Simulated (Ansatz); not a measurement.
**LaNbO: from a guess to a relaxed structure**

The task: take a trial cell of LaNbO to zero force and stress.

Program: Ansatz 0.2.0. Level of theory: DFT PBE, scalar-relativistic, plane waves, PAW. These are calculated values, not measurements.

1 further run of the same task is left out (set aside as unsound or not needed).

## 1. The structure to begin with

It takes space group P4mm (No. 99, tetragonal). Conventional cell: a = 3.134 Å, b = 3.134 Å, c = 6.166 Å, α = 90.00°, β = 90.00°, γ = 90.00°. Around La (site symmetry 4mm) lie 4 O at 2.64 Å and 1 Nb at 2.90 Å. Nb (site symmetry 4mm) has 4 O at 2.87 Å and 2 La at 2.90 to 3.26 Å and 4 Nb at 3.13 Å in its first shell of neighbours. Around O (site symmetry 4mm) lie 4 La at 2.64 Å and 4 Nb at 2.87 Å.

Coordinates:

```
CELL_PARAMETERS angstrom
3.13449 0.00000 0.00000
0.00000 3.13449 0.00000
0.00000 0.00000 6.16558
ATOMIC_POSITIONS crystal
La 0.00000 0.00000 0.91135
Nb 0.00000 0.00000 0.38198
O 0.50000 0.50000 0.67868
```

A structure generator made this guess: random cell by space group and Wyckoff sites (P4mm, No. 99). Lengths come from tabulated atomic sizes and are only a guess.

## 2. The guess as it stands, on a coarse mesh

File input.yaml:

```yaml
crystal:
  lattice:
    - [3.13448708, 0.0, 0.0]
    - [0.0, 3.13448708, 0.0]
    - [0.0, 0.0, 6.16558202]
  atoms:
    - { symbol: La, position: [0.0, 0.0, 0.91134639] }
    - { symbol: Nb, position: [0.0, 0.0, 0.38197855] }
    - { symbol: O, position: [0.5, 0.5, 0.6786826] }
basis:
  ecutwfc: 420
kpoints:
  mp_grid: { grid: [6, 6, 4] }
hamiltonian:
  xc: pbe
scf:
  occupations: { method: gaussian, width: 0.1 }
  lower_state_search: "off"
output:
  forces: true
  stress: true
  eigenvalues: true
```

On the command line:

```bash
$ ansatz run input.yaml --threads 1 --pin off --max-ram 2560MiB --backend cpu --events-out ev --progress --plain --runs-dir out
```

The session goes on with these runs: coarse relaxation; full relaxation.

**Question.** What will these runs give? Wanted: conventional cell; volume; energy over the elements; gap on the mesh.

As calculated:

| quantity | value |
| --- | --- |
| symmetry at the end (tolerance 0.05 Å) | space group P4mm (No. 99) |
| conventional cell | a = 2.978 Å, b = 2.978 Å, c = 5.904 Å, α = 90.00°, β = 90.00°, γ = 90.00° |
| volume | 17.45 Å³/atom |
| energy over the elements (uncorrected; H, N, O, F and Cl as molecules) | -0.68 eV/atom |
| gap on the mesh | none (metal) |

What this shows: The space group P4mm (No. 99) is kept, and the volume per atom shrinks by 13.6 % from the first guess. It lies below the elements, which doesn't yet make it stable: competing phases were not computed in this session. No finished test with a distortion of lower symmetry is shown, so the end may be a saddle point. Spin-orbit coupling is left out for La. Some metallic runs here have no spin polarisation while others do; where cell and settings agree, the difference is what magnetism gains. Other magnetic orders were not searched.
